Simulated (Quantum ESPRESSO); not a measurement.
## NiO in Quantum ESPRESSO: the effect of Hubbard term

NiO:

```
CELL_PARAMETERS angstrom
3.11586 0.00000 0.00000
0.00000 3.11586 0.00000
0.00000 0.00000 4.56222
ATOMIC_POSITIONS crystal
Ni 0.00000 0.00000 0.00000
Ni 0.50000 0.50000 0.00000
O 0.50000 0.00000 0.26700
O 0.00000 0.50000 0.73300
```

The cell was built by a generator and needn't be a form met in nature.

Alike in all runs:

| Property | Result |
| --- | --- |
| Program | Quantum ESPRESSO 7.5 |
| Task | single point |
| Functional | LDA |
| Potentials or basis | GBRV 1.5 LDA |
| Cutoff | 612 eV |
| Density cutoff | 4898 eV |
| k mesh | 6 × 6 × 4 |
| Occupations | gaussian, width 0.05 eV |
| Spin | collinear spin, ferromagnetic start |
| Starting moments | [2.0, 2.0, 0.0, 0.0] μB |
| Hubbard projectors | ortho-atomic |
| Double | 3 |
| Start of the occupations | atomic |
| Moments locked | none |
| Magnetic state asked for | fm |
| Form of the LDA correlation | PZ81 |

```tsv
Hubbard term	pressure (GPa)	largest force (eV/Å)
none	7.6	1.58
Ni d U = 1 eV	?	?
Ni d U = 2 eV	8.1	1.50
Ni d U = 3 eV	8.8	1.35
Ni d U = 4 eV	9.9	1.10
Ni d U = 5 eV	13.5	0.76
Ni d U = 6 eV	17.1	0.55
Ni d U = 8 eV	23.2	0.32
```

**Question.** What does the run with Hubbard term Ni d U = 1 eV give?

**Answer.** Pressure 7.1 GPa; largest force 1.56 eV/Å.

Worked out: A parabola through the other rows of the pressure, of slope 0.257 GPa per eV there, gives 7.4 GPa, against the run's 7.1. A parabola through the other rows of the largest force, of slope -0.133 eV/Å per eV there, gives 1.54 eV/Å, against the run's 1.56.

Caveats: forces of over 1 eV/Å show positions far from the minimum, so gaps and moduli don't describe the material at rest (some runs).
